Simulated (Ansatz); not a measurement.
The system is MgTl.

```xyz
2
Lattice="3.6280 0.0000 0.0000 0.0000 3.6280 0.0000 0.0000 0.0000 3.6280" Properties=species:S:1:pos:R:3 pbc="T T T"
Tl    1.8140    1.8140    1.8140
Mg    0.0000    0.0000    0.0000
```

| Property | Result |
| --- | --- |
| Program | Ansatz 0.2.0 |
| Task | relaxation of cell and atoms |
| Functional | PBE |
| Potentials or basis | Ansatz PAW |
| Cutoff | 420 eV (not typed: the program's choice for these potentials) |
| k mesh | 7 × 7 × 7 |
| Occupations | fermi-dirac, width 0.05 eV |
| Spin | no spin polarisation |

At the start: volume 23.88 Å³/atom.

**Question.** How do energy, volume and symmetry change on relaxing?

**Answer.** It ends after 4 steps and the volume is 24.66 Å³/atom (+3.3 %); space group Pm-3m (No. 221, to 0.05 Å).

Step by step:
| step | energy change (eV) | largest force (eV/Å) | volume (Å³) |
| --- | --- | --- | --- |
| 1 | 0.0000 | 0.0000 | 47.75 |
| 2 | -0.0058 | 0.0000 | 49.17 |
| 3 | -0.0059 | 0.0000 | 49.32 |
| 4 | -0.0062 | 0.0000 | 49.32 |

Final structure:
```
Tl Mg
1.0
     3.66732    0.00000    0.00000
     0.00000    3.66732    0.00000
     0.00000    0.00000    3.66732
Tl Mg
1 1
Direct
  0.50000 0.50000 0.50000
  0.00000 0.00000 0.00000
```

Caveat: the plane-wave basis is chosen anew once the cell has moved, so the energies of steps on either side of that aren't comparable.
